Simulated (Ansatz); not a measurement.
This script drives Ansatz 0.2.0, Python API.

Script `relaxed_scan_h2isn.py`:
```python
import warnings

import ansatz
import numpy as np

warnings.simplefilter("ignore", ansatz.DeckWarning)

geometry_ang = [
    ("Sn", (-0.4727, -0.2278, 0.1765)),
    ("I", (1.594, 0.9411, 1.4677)),
    ("H", (-1.1189, 0.9097, -1.0964)),
    ("H", (0.0531, -1.6833, -0.5682)),
]
h2isn = ansatz.Crystal.molecule()
for symbol, xyz in geometry_ang:
    h2isn = h2isn.atom(symbol, xyz)

calculation = (
    h2isn.calculation()
    .basis(gaussian="def2-SVP")
    .functional("b3lyp", dispersion="d4")
    .spin("collinear", total=1)
    .scf(lower_state_search="light")
)
symbols = [site.symbol for site in h2isn.cartesian_sites]
pairs = [(0, 1), (0, 2), (0, 3)]
print("held (A)   E (eV)        ", "  ".join(f"{symbols[i]}{i}-{symbols[j]}{j}" for i, j in pairs))
for length in [2.49, 2.7, 2.92, 3.24, 3.65]:
    data = calculation.relax(constraints=[ansatz.DistanceConstraint((0, 1), at=length)], force_tolerance=0.02, max_steps=60).run(threads=1, pin="off").report
    xyz = np.array(data["positions_ang"])
    print(f"{length:6.2f} {data['free_energy_ev']:14.5f}  ", "  ".join(f"{np.linalg.norm(xyz[i] - xyz[j]):.3f}" for i, j in pairs))
```

It is started by `python relaxed_scan_h2isn.py`. How long does it take on 1 thread of Arm Neoverse V1, on a shared host, and how much memory does it need?

It took about 2 min, with a peak of 0.26 GiB, for 5 runs of the engine.

```console
$ python relaxed_scan_h2isn.py
held (A)   E (eV)         Sn0-I1  Sn0-H2  Sn0-H3
  2.49   -13969.14043   2.490  1.743  1.742
  2.70   -13969.51178   2.700  1.743  1.742
  2.92   -13969.41884   2.920  1.746  1.746
  3.24   -13968.95733   3.240  1.752  1.751
  3.65   -13968.34854   3.650  1.765  1.765
```

Caveats:
- The settings weren't tested for convergence.
- The energies are electronic: no zero-point or thermal terms, and the basis set is short of its limit.
- def2 sets replace the cores of elements past krypton by effective core potentials.
- The species is open-shell (spin multiplicity 2).
- b3lyp holds the VWN-RPA fit, as in Gaussian; the form of ORCA and Turbomole is b3lyp5.
- The script silences the warnings on its input, which a real study should read.
